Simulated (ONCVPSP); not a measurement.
# Pseudopotential generation for germanium: ONCV, PBE

Aim: build the potential from the settings below, then test how well it stands in for the atom: other configurations, scattering, ghost states and the plane-wave cutoff that it needs.

Program: ONCVPSP 4.0.1.1 (patched build). Reference atom: PBE, scalar-relativistic, spherical and spin-unpolarised. All values are calculated.

**1. Starting point**

The settings as typed:

```
element                 : germanium (Ge, Z = 32)
type                    : optimised norm-conserving Vanderbilt (ONCV)
frozen core             : [Ne] 3s2
valence charge          : 20
reference configuration : 3p6 3d10 4s2 4p2
partial waves           : 4s: rc 1.80 bohr, ncon 3, nbas 6, qcut 3.3 1/bohr, 3 projectors, debl 0.5 Ha; 3p+4p: rc 1.20 bohr, ncon 4, nbas 7, qcut 11.9 1/bohr, 3 projectors, debl 2.7 Ha; 3d: rc 0.75 bohr, ncon 5, nbas 10, qcut 24.3 1/bohr, 2 projectors, debl 2.3 Ha
local potential         : polynomial inside 0.50 bohr (lpopt 3, dvloc0 2 Ha)
core correction         : not asked for
```

The nodes and maxima of the atom's own shells, from an earlier all-electron run, set the scale for the radii.

All-electron outer shells of the reference configuration (PBE, scalar-relativistic, ld1.x):

```csv
shell,level (eV),outermost node (bohr),outermost maximum (bohr)
2p,-1198.71,–,0.14
3s,-168.49,0.26,0.54
3p,-115.62,0.23,0.54
3d,-29.31,–,0.50
4s,-11.73,0.77,1.75
4p,-3.90,0.82,2.22
```

**2. The generation run**

Contents of Ge.dat:

```
# ATOM AND REFERENCE CONFIGURATION
# atsym  z   nc   nv     iexc    psfile
  Ge 32.00    4    4        4      upf
#
#   n    l    f
    1    0    2.00
    2    0    2.00
    2    1    6.00
    3    0    2.00
    3    1    6.00
    3    2   10.00
    4    0    2.00
    4    1    2.00
#
# PSEUDOPOTENTIAL AND OPTIMIZATION
# lmax
    2
#
#   l,   rc,      ep,       ncon, nbas, qcut
    0    1.80    0.00    3    6    3.30
    1    1.20    0.00    4    7   11.90
    2    0.75    0.00    5   10   24.30
#
# LOCAL POTENTIAL
# lloc, lpopt,  rc(5),   dvloc0
    4    3    0.50    2.00
#
# VANDERBILT-KLEINMAN-BYLANDER PROJECTORs
# l, nproj, debl
    0    3    0.50
    1    3    2.70
    2    2    2.30
#
# MODEL CORE CHARGE
# icmod, fcfact, rcfact
    0    0.00    0.00
#
# LOG DERIVATIVE ANALYSIS
# epsh1, epsh2, depsh
   -6.00    5.00    0.04
#
# OUTPUT GRID
# rlmax, drl
    6.00    0.01
#
# TEST CONFIGURATIONS
# ncnf
    4
# nvcnf
#   n    l    f
    4
    3    1    6.00
    3    2   10.00
    4    0    2.00
    4    1    1.00
#
    4
    3    1    6.00
    3    2   10.00
    4    0    2.00
    4    1    0.00
#
    4
    3    1    6.00
    3    2   10.00
    4    0    1.00
    4    1    0.00
#
    4
    3    1    6.00
    3    2   10.00
    4    0    1.00
    4    1    3.00
#
```

The run is started by

```
$ oncvpsp.x < Ge.dat > Ge.out
```

Q: Predict the outcome of this session. Wanted: cutoffs for 1 and 0.1 mHa per electron, occupied waves; bound ghosts; GHOST(+) flags; largest test error; largest phase difference near zero energy, channels read.

As calculated:

| quantity | value |
| --- | --- |
| cutoffs for 1 and 0.1 mHa per electron, occupied waves | 207 Ha and 236 Ha |
| bound ghosts | s at -90777.00 eV, s at -356.61 eV |
| GHOST(+) flags | s at 725 eV |
| largest test error (AE − PS) | -8.8 meV, for 3p6 3d10 4s1 4p3 |
| largest phase difference near zero energy, channels read | 0.000 rad |

It has a bound ghost (s), a state that the atom doesn't have, and that rules the file out. The worst unpolarised test, 3p6 3d10 4s1 4p3, is off by 8.8 meV on 8.0 eV; by total energies transferability rates as good. Atomic tests can pass in spite of a ghost, since they solve only for the levels asked. It counts as very hard, with 207 Ha needed at the looser tolerance. At the looser tolerance the 3d wave is the slowest; 3p needs 52 Ha. Near zero energy the phases of the channels with partial waves agree within 0.001 rad. The program also flags highly localised states, GHOST(+) (s).
